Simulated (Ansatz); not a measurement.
# Au: the cost of one run

Computed with Ansatz 0.2.0 (DFT r2SCAN, scalar-relativistic, plane waves, PAW, unless a step's input says otherwise).

The COD cell was measured well above room temperature, so it is larger than a cold one.

1 further run of the same task is left out (set aside as unsound or not needed).

## (1) The structure to begin with

It takes space group Fm-3m (No. 225, cubic). Conventional cell: a = 4.124 Å, b = 4.124 Å, c = 4.124 Å, α = 90.00°, β = 90.00°, γ = 90.00°. Au (site symmetry m-3m) is surrounded by 12 Au at 2.92 Å.

As a file:

```cif
data_structure
_symmetry_space_group_name_H-M 'P 1'
_symmetry_Int_Tables_number 1
_cell_length_a 2.9162
_cell_length_b 2.9162
_cell_length_c 2.9162
_cell_angle_alpha 60.000
_cell_angle_beta 60.000
_cell_angle_gamma 60.000
_cell_volume 17.54
loop_
_atom_site_label
_atom_site_type_symbol
_atom_site_fract_x
_atom_site_fract_y
_atom_site_fract_z
_atom_site_occupancy
Au1 Au 0.00000 0.00000 0.00000 1
```

It is the result of an earlier relaxation at this level (volume 17.54 Å³/atom; gap on the mesh: none (metal)).

## (2) The slab

Planes are indexed in the bulk's conventional cell (Fm-3m (No. 225)), a = 4.124 Å, b = 4.124 Å, c = 4.124 Å, α = 90.00°, β = 90.00°, γ = 90.00°.

A (111) slab, 7.1 Å thick as cut, with 17 Å of vacuum; its outer planes are Au (top) and Au (bottom).

The slab as cut. Its planes from the bottom up:

| plane | atoms per cell | height over the lowest (Å) |
| --- | --- | --- |
| 1 | Au | 0.00 |
| 2 | Au | 2.38 |
| 3 | Au | 4.76 |
| 4 | Au | 7.14 |

## (3) The clean surface, relaxed

input.yaml reads:

```yaml
crystal:
  lattice:
    - [2.9162060726, 0.0, 0.0]
    - [-1.4581030363, 2.5255085416, 0.0]
    - [0.0, 0.0, 24.1432168628]
  atoms:
    - { symbol: Au, position: [0.6666666667, 0.3333333333, 0.3520657603] }
    - { symbol: Au, position: [0.3333333333, 0.6666666667, 0.4506885868] }
    - { symbol: Au, position: [0.0, 0.0, 0.5493114132] }
    - { symbol: Au, position: [0.6666666667, 0.3333333333, 0.6479342397] }
basis:
  ecutwfc: 500
kpoints:
  mp_grid: { grid: [12, 12, 1] }
hamiltonian:
  xc: r2scan
scf:
  occupations: { method: gaussian, width: 0.1 }
output:
  forces: true
  eigenvalues: true
  write_density: true
  write_potential: true
  elf: true
  volumetric_format: npy
relax:
  adjacent_minimum: "off"
  f_tol: 0.03
  max_steps: 70
  constraints: [{ sites: [0, 1] }]
efield:
  axis: 3
  dipole_correction: true
  ramp_width: 0.04
```

Launch:

```console
> ansatz run input.yaml --threads 2 --pin off --max-ram 5120MiB --backend cpu --events-out ev --progress --plain --runs-dir out
```

**Question.** How long does this run take on 2 threads of Intel Xeon 6975P-C (Granite Rapids), shared host, and how much memory does it need?

About 28 s, with a peak of 0.94 GiB.
